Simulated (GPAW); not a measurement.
Runs of GPAW 26.7.0 on NiMoIrPdW. It takes space group P3m1 (No. 156, trigonal). Conventional cell: a = 4.117 Å, b = 4.117 Å, c = 5.446 Å, α = 90.00°, β = 90.00°, γ = 120.00°. Ni (site symmetry 3m) is surrounded by 3 Mo at 2.38 Å and 3 Ir at 2.69 Å. Mo (site symmetry 3m) is surrounded by 3 Ni at 2.38 Å and 3 Ir at 2.70 Å and 2 Pd at 2.72 to 2.73 Å. Around Pd (site symmetry 3m) lie 3 W at 2.68 Å and 2 Mo at 2.72 to 2.73 Å and 3 Ir at 2.77 Å. Around Ir (site symmetry 3m) lie 2 W at 2.66 to 2.78 Å and 3 Ni at 2.69 Å and 3 Mo at 2.70 Å and 3 Pd at 2.77 Å. Around W (site symmetry 3m) lie 2 Ir at 2.66 to 2.78 Å and 3 Pd at 2.68 Å and 3 Mo at 2.81 Å and 3 Ni at 2.82 Å. The cell was built by a generator and needn't be a form met in nature.

```csv
task,level,k mesh,ranks,band path,band points,eigensolver,mesh quality,gap on the mesh (eV),pressure (GPa),moment (μB),largest force (eV/Å)
single point,PBE,4 × 4 × 3,-,-,-,-,coarse,none,0.1,0.00,0.18
single point,PBE+D3,4 × 4 × 3,-,-,-,-,coarse,none,(a),0.00,(c)
band structure,SCAN,5 × 5 × 4,8,"GMKGALHA,LM,KH",60,-,not flagged,-,-8.6,0.00,0.30
band structure,TPSS,5 × 5 × 4,8,"GMKGALHA,LM,KH",60,davidson,not flagged,-,-4.5,0.00,(b)
```

Alike in all rows: potentials or basis GPAW PAW data sets (gpaw-data 1.2.1), pw; spin collinear, ferromagnetic start; cell as given; cutoff (eV) 600; smearing fermi-dirac 0.05 eV.

**Question.** Estimate the missing entries.

**Answer.** (a) -7.3; (b) 0.23; (c) 0.19.

Caveats: some runs use coarse meshes; the stock nickel data set gives pressures a few GPa off other programs; the PAW data sets were made with another functional, which shifts forces and pressure a little (some runs); spin-orbit coupling is left out, which moves the levels of the heavy elements (some runs); pairwise dispersion overbinds metals, which lowers pressure and volume (some runs).

A k mesh can miss the band edges, and the runs leave out spin-orbit coupling on Ir, Mo, Pd, W.

A gap of «none» marks a metal or a gap under the smearing width.
